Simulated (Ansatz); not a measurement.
# Se: the cost of one run

Computed with Ansatz 0.2.0 (DFT PBEsol, scalar-relativistic, plane waves, PAW, unless a step's input says otherwise).

### Step 1. The starting structure

It takes space group P6_3/mmc (No. 194, hexagonal). Conventional cell: a = 3.432 Å, b = 3.432 Å, c = 11.068 Å, α = 90.00°, β = 90.00°, γ = 120.00°. Se (site symmetry -3m) is surrounded by 12 Se at 3.40 to 3.43 Å. Se (site symmetry -6m2) has 12 Se at 3.40 to 3.43 Å as nearest neighbours.

Structure file:

```
Se
1.0
     3.43179    0.00000    0.00000
    -1.71590    2.97202    0.00000
     0.00000    0.00000   11.06820
Se
4
Direct
  0.00000 0.00000 0.00000
  0.00000 0.00000 0.50000
  0.33333 0.66667 0.75000
  0.66667 0.33333 0.25000
```

This is candidate A: dhcp type (P6_3/mmc, No. 194).

(A quick probe on a coarse mesh, which set the mesh and smearing, is not shown.)

### Step 3. Rough relaxation on the coarse mesh (candidate A)

File input.yaml:

```yaml
crystal:
  lattice:
    - [3.4317913982, 0.0, 0.0]
    - [-1.7158956991, 2.9720185313, 0.0]
    - [0.0, 0.0, 11.0682046017]
  atoms:
    - { symbol: Se, position: [0.0, 0.0, 0.0] }
    - { symbol: Se, position: [0.0, 0.0, 0.5] }
    - { symbol: Se, position: [0.3333333333, 0.6666666667, 0.75] }
    - { symbol: Se, position: [0.6666666667, 0.3333333333, 0.25] }
basis:
  ecutwfc: 420
kpoints:
  mp_grid: { grid: [6, 6, 2] }
hamiltonian:
  xc: pbesol
scf:
  occupations: { method: gaussian, width: 0.1 }
  lower_state_search: "off"
output:
  forces: true
  stress: true
  eigenvalues: true
relax:
  adjacent_minimum: "off"
  f_tol: 0.04
  max_steps: 70
  cell: { stress_tol: 0.4 }
```

**Question.** How long does this run take on 1 thread of an Arm CPU, shared host, and how much memory does it need?

About 37 s, with a peak of 0.37 GiB.
